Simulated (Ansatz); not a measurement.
# C33O2: the cost of one run

Method: DFT PBE, plane waves, PAW, scalar-relativistic, no spin polarisation, in Ansatz 0.2.0.

### 1 Starting point

The cell holds 35 atoms (C33O2): a = 9.864 Å, b = 9.864 Å, c = 12.000 Å, α = 90.00°, β = 90.00°, γ = 120.00°.

Its coordinates follow in the input file.

### 2 Relaxing end A

input.yaml reads:

```yaml
crystal:
  lattice:
    - [9.864, 0.0, 0.0]
    - [-4.932, 8.542475, 0.0]
    - [0.0, 0.0, 12.0]
  atoms:
    - { symbol: C, position: [0.0, 0.0, 0.0833333] }
    - { symbol: C, position: [0.1666667, 0.0833333, 0.0833333] }
    - { symbol: C, position: [0.0, 0.25, 0.0833333] }
    - { symbol: C, position: [0.1666667, 0.3333333, 0.0833333] }
    - { symbol: C, position: [0.0, 0.5, 0.0833333] }
    - { symbol: C, position: [0.1666667, 0.5833333, 0.0833333] }
    - { symbol: C, position: [0.0, 0.75, 0.0833333] }
    - { symbol: C, position: [0.1666667, 0.8333333, 0.0833333] }
    - { symbol: C, position: [0.25, 0.0, 0.0833333] }
    - { symbol: C, position: [0.4166667, 0.0833333, 0.0833333] }
    - { symbol: C, position: [0.25, 0.25, 0.0833333] }
    - { symbol: C, position: [0.4166667, 0.3333333, 0.0833333] }
    - { symbol: C, position: [0.25, 0.5, 0.0833333] }
    - { symbol: C, position: [0.4166667, 0.5833333, 0.0833333] }
    - { symbol: C, position: [0.25, 0.75, 0.0833333] }
    - { symbol: C, position: [0.4166667, 0.8333333, 0.0833333] }
    - { symbol: C, position: [0.5, 0.0, 0.0833333] }
    - { symbol: C, position: [0.6666667, 0.0833333, 0.0833333] }
    - { symbol: C, position: [0.5, 0.25, 0.0833333] }
    - { symbol: C, position: [0.6666667, 0.3333333, 0.0833333] }
    - { symbol: C, position: [0.5, 0.5, 0.0833333] }
    - { symbol: C, position: [0.6666667, 0.5833333, 0.0833333] }
    - { symbol: C, position: [0.5, 0.75, 0.0833333] }
    - { symbol: C, position: [0.6666667, 0.8333333, 0.0833333] }
    - { symbol: C, position: [0.75, 0.0, 0.0833333] }
    - { symbol: C, position: [0.9166667, 0.0833333, 0.0833333] }
    - { symbol: C, position: [0.75, 0.25, 0.0833333] }
    - { symbol: C, position: [0.9166667, 0.3333333, 0.0833333] }
    - { symbol: C, position: [0.75, 0.5, 0.0833333] }
    - { symbol: C, position: [0.9166667, 0.5833333, 0.0833333] }
    - { symbol: C, position: [0.75, 0.75, 0.0833333] }
    - { symbol: C, position: [0.9166667, 0.8333333, 0.0833333] }
    - { symbol: C, position: [0.8417983, 0.1761695, 0.2425] }
    - { symbol: O, position: [0.7111509, 0.1464483, 0.2508333] }
    - { symbol: O, position: [0.9724456, 0.2058908, 0.2508333] }
basis:
  ecutwfc: 420.0
kpoints:
  mp_grid: { grid: [2, 2, 1] }
hamiltonian:
  xc: pbe
scf:
  occupations: { method: fermi_dirac, width: 0.02 }
  lower_state_search: "off"
relax:
  f_tol: 0.03
  max_steps: 60
  adjacent_minimum: "off"
output:
  write_density: true
  write_potential: true
  elf: true
  volumetric_format: npy
```

Run with:

```sh
$ ansatz run input.yaml --threads 2 --pin off --max-ram 5120MiB --backend cpu --events-out ev --progress --plain --runs-dir out
```

Q: Estimate wall time and peak memory on 2 threads of Intel Xeon Platinum 8259CL at 2.50GHz (Skylake/Cascade Lake), shared host.

About 2.7 min, with a peak of 1.8 GiB.
